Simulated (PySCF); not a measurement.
FSiH, in a box:

```
CELL_PARAMETERS angstrom
11.00000 0.00000 0.00000
0.00000 11.00000 0.00000
0.00000 0.00000 11.00000
ATOMIC_POSITIONS crystal
F 0.41106 0.50818 0.45684
Si 0.52715 0.56318 0.52739
H 0.59130 0.44064 0.54935
```

Base run:

```yaml
Program: PySCF 2.14.0
Functional: PBE
Potentials_or_basis: def2-svp (all-electron)
k_mesh: 1 × 1 × 1
Occupations: fixed
Spin: no spin polarisation
```

Its results: gap between the frontier levels 2.31 eV.

After a change of settings the same cell gave: gap between the frontier levels 4.01 eV. Which change was it?
A. functional from PBE to M06-L; dispersion from none to D4
B. functional from PBE to B3PW91
C. functional from PBE to AM05
D. functional from PBE to PW91; dispersion from none to D3(BJ)

B.

B3PW91 gives the wider gap, since exact exchange removes part of the self-interaction.

Caveats: this is a molecule in a periodic box at the Γ point, so its band gap is the HOMO-LUMO gap; the basis of atomic orbitals isn't converged, which shifts pressures, moduli and gaps.
